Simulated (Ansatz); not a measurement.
# Ta: the cost of one run

Method: DFT r2SCAN, scalar-relativistic, plane waves, PAW, in Ansatz 0.2.0.

2 further runs of the same task are left out: 2 set aside as unsound or not needed.

### Step 1. The system as given

It takes space group Im-3m (No. 229, cubic). The conventional cell has a = 3.305 Å, b = 3.305 Å, c = 3.305 Å, α = 90.00°, β = 90.00°, γ = 90.00°. Ta (site symmetry m-3m) is surrounded by 8 Ta at 2.86 Å.

Coordinates:

```
CELL_PARAMETERS angstrom
-1.65229 1.65229 1.65229
1.65229 -1.65229 1.65229
1.65229 1.65229 -1.65229
ATOMIC_POSITIONS crystal
Ta 0.00000 0.00000 0.00000
```

It is the result of an earlier relaxation at this level (volume 18.04 Å³/atom; gap on the mesh: none (metal)).

### Step 2. Bands, states and charges

The input, input.yaml:

```yaml
crystal:
  lattice:
    - [-1.6522866616, 1.6522866616, 1.6522866616]
    - [1.6522866616, -1.6522866616, 1.6522866616]
    - [1.6522866616, 1.6522866616, -1.6522866616]
  atoms:
    - { symbol: Ta, position: [0.0, 0.0, 0.0] }
basis:
  ecutwfc: 500
kpoints:
  mp_grid: { grid: [18, 18, 18] }
  band_path:
    path:
      - [[0.0, 0.0, 0.0], [0.5, -0.5, 0.5], [0.0, 0.0, 0.5], [0.0, 0.0, 0.0], [0.25, 0.25, 0.25], [0.5, -0.5, 0.5]]
      - [[0.25, 0.25, 0.25], [0.0, 0.0, 0.5]]
    npoints: 14
hamiltonian:
  xc: r2scan
scf:
  occupations: { method: gaussian, width: 0.1 }
  n_extra_bands: 6
output:
  forces: true
  stress: true
  eigenvalues: true
  populations: true
  dos: { projected: true, de: 0.02, nscf_kmesh: { grid: [27, 27, 27] } }
  bader: true
  write_density: true
  write_potential: true
  elf: true
  volumetric_format: npy
```

The run is started by

```console
ansatz run input.yaml --threads 1 --pin off --max-ram 2560MiB --backend cpu --events-out ev --progress --plain --runs-dir out
```

Q: Estimate wall time and peak memory on 1 thread of Intel Xeon 6975P-C (Granite Rapids), shared host.

About 16 s, with a peak of 0.45 GiB.
